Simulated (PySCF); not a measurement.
# CH4ClGa: electronic excitations at several levels of theory, part 2 of 2

PySCF 2.14.0. Atoms count from 0. The steps go on from the part before.

## 7. Excited states and response: LC-wPBE/def2-SVPD

Job settings and geometry (Å):

```
{"job": {"kind": "uv", "xc": "LC-wPBE", "basis": "def2-SVPD", "ip": true}, "charge": 0, "multiplicity": 1}
C     -0.914516    -0.258300     0.054881
Ga     0.881430     0.486904    -0.104018
Cl     2.467633    -0.985320    -0.093975
H     -1.672002     0.383602    -0.416567
H     -1.165499    -0.358430     1.123472
H     -0.944335    -1.261717    -0.393443
H      1.383903     1.960655    -0.221664
```

Method: TDDFT LC-wPBE/def2-SVPD, vertical, gas phase, core orbitals frozen in the response.

Log:

```text
coarse grid: 28800 points
cycle   1  E = -2424.7511024692  dE = -5.282e-01  |g| = 5.789e-01  |ddm| = 2.805e+00
cycle   2  E = -2424.7693957058  dE = -1.829e-02  |g| = 5.912e-01  |ddm| = 1.139e+00
cycle   3  E = -2424.8103707262  dE = -4.098e-02  |g| = 4.158e-02  |ddm| = 5.169e-01
cycle   4  E = -2424.8108449634  dE = -4.742e-04  |g| = 1.544e-02  |ddm| = 8.556e-02
cycle   5  E = -2424.8109374474  dE = -9.248e-05  |g| = 2.260e-03  |ddm| = 3.209e-02
cycle   6  E = -2424.8109405528  dE = -3.105e-06  |g| = 5.574e-04  |ddm| = 6.795e-03
final grid: 57736 points
cycle   7  E = -2424.8108379613  dE = -1.570e-07  |g| = 3.523e-04  |ddm| = 1.606e-03
cycle   8  E = -2424.8108379839  dE = -2.266e-08  |g| = 3.358e-04  |ddm| = 7.348e-04
cycle   9  E = -2424.8108379991  dE = -1.518e-08  |g| = 5.247e-05  |ddm| = 2.948e-04
cycle  10  E = -2424.8108380006  dE = -1.481e-09  |g| = 2.361e-05  |ddm| = 9.954e-05
cycle  11  E = -2424.8108380009  dE = -3.738e-10  |g| = 3.061e-06  |ddm| = 7.008e-05
converged SCF energy = -2424.8108380009

Static polarisability (au): isotropic 53.475, principal 42.613 54.897 62.916

Singlet excitations
state   eV       nm        f      main configurations
  1   5.7999    213.8   0.00113   H->L 0.93
  2   7.2016    172.2   0.01030   H-2->L 0.92
  3   7.3658    168.3   0.00526   H-3->L 0.83
  4   7.3985    167.6   0.03135   H-1->L 0.86
  5   7.7177    160.6   0.13015   H->L+2 0.56, H->L+1 0.26
  6   8.2961    149.4   0.08949   H->L+1 0.49, H->L+3 0.14, H->L+2 0.09
  7   8.3119    149.2   0.06654   H-1->L+2 0.52, H-1->L+1 0.25
  8   8.7107    142.3   0.15320   H->L+3 0.38, H->L+2 0.21, H-3->L+2 0.10
  9   8.9844    138.0   0.06039   H-2->L+2 0.32, H->L+3 0.21, H-2->L+1 0.15
 10   9.2963    133.4   0.37653   H-3->L+2 0.41, H-2->L+1 0.20, H-3->L+1 0.11

Triplet excitations (Tamm-Dancoff, eV): 5.3983 6.6670 6.7142 6.8239
Vertical ionisation energy (delta-SCF) = 10.8504 eV
```

Run time: 34 s. Hardware: 1 thread of Arm Neoverse V2, shared host; peak memory 0.53 GiB.

Key values: HOMO -10.92 eV, LUMO 0.65 eV; lowest singlet 5.80 eV.

## 8. TDDFT and polarisability: PBE0/6-31G*

Settings changed since step 7:

```diff
@@ -1,2 +1,2 @@
-{"job": {"kind": "uv", "xc": "LC-wPBE", "basis": "def2-SVPD", "ip": true}, "charge": 0, "multiplicity": 1}
+{"job": {"kind": "uv", "xc": "PBE0", "basis": "6-31G*"}, "charge": 0, "multiplicity": 1}
 C     -0.914516    -0.258300     0.054881
```

With the program's defaults for keys left out, this is: TDDFT PBE0/6-31G*, vertical, gas phase, core orbitals frozen in the response.

Log:

```text
coarse grid: 28800 points
cycle   1  E = -2424.7937664453  dE = -4.651e-01  |g| = 6.018e-01  |ddm| = 2.414e+00
cycle   2  E = -2424.7517293322  dE =  4.204e-02  |g| = 7.986e-01  |ddm| = 1.289e+00
cycle   3  E = -2424.8617893993  dE = -1.101e-01  |g| = 2.681e-02  |ddm| = 7.286e-01
cycle   4  E = -2424.8618900980  dE = -1.007e-04  |g| = 1.510e-02  |ddm| = 3.416e-02
cycle   5  E = -2424.8619392018  dE = -4.910e-05  |g| = 2.963e-03  |ddm| = 1.486e-02
cycle   6  E = -2424.8619419329  dE = -2.731e-06  |g| = 5.108e-04  |ddm| = 3.844e-03
final grid: 57736 points
cycle   7  E = -2424.8619099778  dE = -9.786e-09  |g| = 5.566e-04  |ddm| = 1.350e-03
cycle   8  E = -2424.8619099590  dE =  1.876e-08  |g| = 6.302e-04  |ddm| = 1.363e-03
cycle   9  E = -2424.8619100566  dE = -9.759e-08  |g| = 4.009e-05  |ddm| = 7.053e-04
cycle  10  E = -2424.8619100570  dE = -4.588e-10  |g| = 5.864e-06  |ddm| = 4.472e-05
converged SCF energy = -2424.8619100570

Static polarisability (au): isotropic 44.456, principal 32.452 44.921 55.995

Singlet excitations
state   eV       nm        f      main configurations
  1   5.2567    235.9   0.00038   H->L 0.99
  2   6.4396    192.5   0.00329   H-2->L 0.91
  3   6.4675    191.7   0.03564   H-1->L 0.88
  4   6.6924    185.3   0.00696   H-3->L 0.99
  5   7.1760    172.8   0.09892   H->L+1 0.84, H->L+2 0.10
  6   7.6998    161.0   0.03974   H-1->L+1 0.95
  7   7.8882    157.2   0.06002   H->L+2 0.88, H->L+1 0.09
  8   8.2955    149.5   0.08517   H-2->L+1 0.86
  9   8.7427    141.8   0.00519   H-1->L+2 0.95
 10   8.7627    141.5   0.15601   H-3->L+1 0.61, H-2->L+2 0.20, H->L+3 0.11

Triplet excitations (Tamm-Dancoff, eV): 4.9985 5.7873 6.1470 6.3041
```

Wall time 3.7 s (1 thread of Arm Neoverse V2, shared host); peak memory 0.53 GiB.

In short: HOMO -8.07 eV, LUMO -1.35 eV; lowest singlet 5.26 eV.

## 9. Excited states and response: PBE0/def2-SVP

Settings changed since step 8:

```diff
@@ -1,2 +1,2 @@
-{"job": {"kind": "uv", "xc": "PBE0", "basis": "6-31G*"}, "charge": 0, "multiplicity": 1}
+{"job": {"kind": "uv", "xc": "PBE0", "basis": "def2-SVP"}, "charge": 0, "multiplicity": 1}
 C     -0.914516    -0.258300     0.054881
```

With the program's defaults for keys left out, this is: TDDFT PBE0/def2-SVP, vertical, gas phase, core orbitals frozen in the response.

Log:

```text
coarse grid: 28800 points
cycle   1  E = -2424.6798894226  dE = -5.053e-01  |g| = 5.798e-01  |ddm| = 2.521e+00
cycle   2  E = -2424.6400235753  dE =  3.987e-02  |g| = 7.582e-01  |ddm| = 1.191e+00
cycle   3  E = -2424.7436477285  dE = -1.036e-01  |g| = 2.348e-02  |ddm| = 6.880e-01
cycle   4  E = -2424.7437319182  dE = -8.419e-05  |g| = 1.326e-02  |ddm| = 3.193e-02
cycle   5  E = -2424.7437709842  dE = -3.907e-05  |g| = 3.291e-03  |ddm| = 1.458e-02
cycle   6  E = -2424.7437742728  dE = -3.289e-06  |g| = 4.048e-04  |ddm| = 3.928e-03
final grid: 57736 points
cycle   7  E = -2424.7437383266  dE = -2.512e-08  |g| = 4.021e-04  |ddm| = 1.080e-03
cycle   8  E = -2424.7437383217  dE =  4.846e-09  |g| = 4.435e-04  |ddm| = 9.056e-04
cycle   9  E = -2424.7437383628  dE = -4.108e-08  |g| = 3.806e-05  |ddm| = 4.537e-04
cycle  10  E = -2424.7437383632  dE = -3.952e-10  |g| = 5.358e-06  |ddm| = 4.176e-05
converged SCF energy = -2424.7437383632

Static polarisability (au): isotropic 44.217, principal 32.542 45.852 54.258

Singlet excitations
state   eV       nm        f      main configurations
  1   5.2796    234.8   0.00034   H->L 1.00
  2   6.4818    191.3   0.00361   H-2->L 0.90, H-1->L 0.08
  3   6.5125    190.4   0.03386   H-1->L 0.87, H-2->L 0.09
  4   6.6832    185.5   0.00862   H-3->L 0.98
  5   7.3338    169.1   0.10462   H->L+1 0.83, H->L+2 0.10
  6   7.8276    158.4   0.03229   H-1->L+1 0.93
  7   8.1013    153.0   0.06672   H->L+2 0.87, H->L+1 0.10
  8   8.4633    146.5   0.08382   H-2->L+1 0.85
  9   8.9248    138.9   0.10834   H-3->L+1 0.70, H-2->L+2 0.15
 10   8.9529    138.5   0.00219   H-1->L+2 0.88

Triplet excitations (Tamm-Dancoff, eV): 5.0262 5.7677 6.1778 6.2946
```

Wall time 4.3 s (1 thread of Arm Neoverse V2, shared host); peak memory 0.53 GiB.

In short: HOMO -8.00 eV, LUMO -1.25 eV; lowest singlet 5.28 eV.

## 10. Ultraviolet spectrum: PBE0/def2-TZVP

Settings changed since step 9:

```diff
@@ -1,2 +1,2 @@
-{"job": {"kind": "uv", "xc": "PBE0", "basis": "def2-SVP"}, "charge": 0, "multiplicity": 1}
+{"job": {"kind": "uv", "xc": "PBE0", "basis": "def2-TZVP"}, "charge": 0, "multiplicity": 1}
 C     -0.914516    -0.258300     0.054881
```

With the program's defaults for keys left out, this is: TDDFT PBE0/def2-TZVP, vertical, gas phase, core orbitals frozen in the response.

Log:

```text
coarse grid: 28800 points
cycle   1  E = -2425.1074187946  dE = -4.617e-01  |g| = 8.183e-01  |ddm| = 1.932e+00
cycle   2  E = -2425.0382364148  dE =  6.918e-02  |g| = 1.133e+00  |ddm| = 1.095e+00
cycle   3  E = -2425.1929607623  dE = -1.547e-01  |g| = 3.267e-02  |ddm| = 6.360e-01
cycle   4  E = -2425.1931092670  dE = -1.485e-04  |g| = 2.030e-02  |ddm| = 3.608e-02
cycle   5  E = -2425.1932070346  dE = -9.777e-05  |g| = 4.416e-03  |ddm| = 1.663e-02
cycle   6  E = -2425.1932119428  dE = -4.908e-06  |g| = 1.486e-03  |ddm| = 4.783e-03
final grid: 57736 points
cycle   7  E = -2425.1931319538  dE =  7.434e-08  |g| = 1.580e-03  |ddm| = 2.514e-03
cycle   8  E = -2425.1931316826  dE =  2.712e-07  |g| = 1.930e-03  |ddm| = 2.604e-03
cycle   9  E = -2425.1931325490  dE = -8.664e-07  |g| = 1.935e-04  |ddm| = 1.409e-03
cycle  10  E = -2425.1931325549  dE = -5.916e-09  |g| = 1.233e-05  |ddm| = 1.138e-04
cycle  11  E = -2425.1931325549  dE = -1.592e-11  |g| = 3.741e-06  |ddm| = 8.191e-06
converged SCF energy = -2425.1931325549

Static polarisability (au): isotropic 51.720, principal 39.211 53.200 62.748

Singlet excitations
state   eV       nm        f      main configurations
  1   5.2953    234.1   0.00040   H->L 0.99
  2   6.4665    191.7   0.00196   H-2->L 0.94
  3   6.4996    190.8   0.03235   H-1->L 0.92
  4   6.6684    185.9   0.00796   H-3->L 0.98
  5   7.2016    172.2   0.13525   H->L+1 0.86, H->L+2 0.08
  6   7.7203    160.6   0.02995   H-1->L+1 0.93
  7   7.9171    156.6   0.08375   H->L+2 0.88, H->L+1 0.09
  8   8.2553    150.2   0.10731   H-2->L+1 0.86
  9   8.6995    142.5   0.17092   H-3->L+1 0.76, H-2->L+2 0.11
 10   8.8282    140.4   0.00912   H-1->L+2 0.93

Triplet excitations (Tamm-Dancoff, eV): 5.0219 5.8445 6.1603 6.2937
```

Wall time 8.9 s (1 thread of Arm Neoverse V2, shared host); peak memory 0.62 GiB.

Key values: HOMO -8.12 eV, LUMO -1.36 eV; lowest singlet 5.30 eV.

## 11. TDDFT and polarisability: PBE0/aug-cc-pVDZ

Settings changed since step 10:

```diff
@@ -1,2 +1,2 @@
-{"job": {"kind": "uv", "xc": "PBE0", "basis": "def2-TZVP"}, "charge": 0, "multiplicity": 1}
+{"job": {"kind": "uv", "xc": "PBE0", "basis": "aug-cc-pVDZ"}, "charge": 0, "multiplicity": 1}
 C     -0.914516    -0.258300     0.054881
```

Level: TDDFT PBE0/aug-cc-pVDZ, vertical, gas phase, core orbitals frozen in the response.

Log:

```text
coarse grid: 28800 points
cycle   1  E = -2425.0900684664  dE = -4.564e-01  |g| = 4.260e-01  |ddm| = 5.092e+00
cycle   2  E = -2425.0704624270  dE =  1.961e-02  |g| = 4.958e-01  |ddm| = 2.485e+00
cycle   3  E = -2425.1409979796  dE = -7.054e-02  |g| = 2.384e-02  |ddm| = 1.300e+00
cycle   4  E = -2425.1411864514  dE = -1.885e-04  |g| = 6.829e-03  |ddm| = 7.492e-02
cycle   5  E = -2425.1411999611  dE = -1.351e-05  |g| = 1.041e-03  |ddm| = 1.628e-02
cycle   6  E = -2425.1412002931  dE = -3.319e-07  |g| = 4.258e-04  |ddm| = 3.215e-03
final grid: 57736 points
cycle   7  E = -2425.1411354246  dE =  1.371e-08  |g| = 5.284e-04  |ddm| = 3.664e-03
cycle   8  E = -2425.1411353705  dE =  5.409e-08  |g| = 6.814e-04  |ddm| = 2.509e-03
cycle   9  E = -2425.1411355050  dE = -1.345e-07  |g| = 1.890e-05  |ddm| = 1.390e-03
cycle  10  E = -2425.1411355051  dE = -9.823e-11  |g| = 2.831e-06  |ddm| = 4.438e-05
converged SCF energy = -2425.1411355051

Static polarisability (au): isotropic 55.923, principal 43.380 57.518 66.870

Singlet excitations
state   eV       nm        f      main configurations
  1   5.2747    235.1   0.00060   H->L 0.99
  2   6.4638    191.8   0.01608   H-2->L 0.52, H-1->L 0.45
  3   6.4766    191.4   0.01950   H-1->L 0.50, H-2->L 0.46
  4   6.6818    185.6   0.00913   H-3->L 0.98
  5   6.8239    181.7   0.14445   H->L+1 0.88
  6   7.2330    171.4   0.02605   H->L+2 0.82, H->L+1 0.09
  7   7.4343    166.8   0.04456   H-1->L+1 0.81, H-1->L+2 0.14
  8   7.6548    162.0   0.04645   H->L+3 0.92
  9   7.8676    157.6   0.05819   H-2->L+1 0.85
 10   7.9838    155.3   0.00734   H->L+4 0.97

Triplet excitations (Tamm-Dancoff, eV): 4.9889 5.8368 6.1412 6.1723
```

Run time: 7.8 s. Hardware: 1 thread of Arm Neoverse V2, shared host; peak memory 0.55 GiB.

Key values: HOMO -8.16 eV, LUMO -1.43 eV; lowest singlet 5.27 eV.

## 12. Side by side: electronic excitations

Excitations and ground-state properties, with basis size and wall time:

```tsv
run	lowest singlet (eV)	brightest (eV)	f	gap (eV)	α (Å³)	μ (D)	functions	time
B3LYP/def2-SVPD	5.10	6.74	0.120	6.25	8.41	2.64	117	46 s
PBE0/def2-SVPD	5.30	7.00	0.125	6.77	8.26	2.67	117	48 s
BHandHLYP/def2-SVPD	5.67	8.92	0.202	8.68	8.00	2.73	117	20 s
CAM-B3LYP/def2-SVPD	5.38	8.66	0.216	9.00	8.23	2.70	117	35 s
wB97X-D/def2-SVPD	5.44	8.81	0.276	10.28	8.17	2.71	117	34 s
LC-wPBE/def2-SVPD	5.80	9.30	0.377	11.58	7.92	2.75	117	34 s
PBE0/6-31G*	5.26	8.76	0.156	6.72	6.59	2.78	72	3.7 s
PBE0/def2-SVP	5.28	8.92	0.108	6.75	6.55	2.46	84	4.3 s
PBE0/def2-TZVP	5.30	8.70	0.171	6.76	7.66	2.56	140	8.9 s
PBE0/aug-cc-pVDZ	5.27	6.82	0.144	6.72	8.29	2.64	122	7.8 s
```

## 13. Outcome

The summary covers parts 1 to 2.

```
                                quantity                                             value
        lowest singlet (B3LYP/def2-SVPD)                       5.10 eV (243 nm), f = 0.000
brightest single state of those computed                       state 5, 6.74 eV, f = 0.120
                          lowest triplet                                           4.87 eV
       vertical ionisation energy (ΔSCF)                                          10.27 eV
       vertical electron affinity (ΔSCF)  -0.23 eV (unbound: the value hangs on the basis)
             range of the lowest singlet                                   5.10 to 5.80 eV
```

What this shows: Single values in the summary come from the first sound run of each kind (B3LYP/def2-SVPD), which need not be the best level. The lowest singlet, at 5.10 eV, is HOMO→LUMO 1.00 and is dark; of the 10 states computed, the strongest absorption comes from state 5 at 6.74 eV. The lowest triplet lies 0.24 eV below the lowest singlet (triplets in Tamm-Dancoff, singlets in full TDDFT). The orbital energy would give 7.96 eV for ionisation, ΔSCF gives 10.27 eV. The lowest singlet runs from 5.10 eV (B3LYP/def2-SVPD) to 5.80 eV (LC-wPBE/def2-SVPD), while the orbital gap spans 6.25 to 11.58 eV. The lowest state need not be the same one in every run. The runs solved for a few states only, so the brightest column depends on that window.
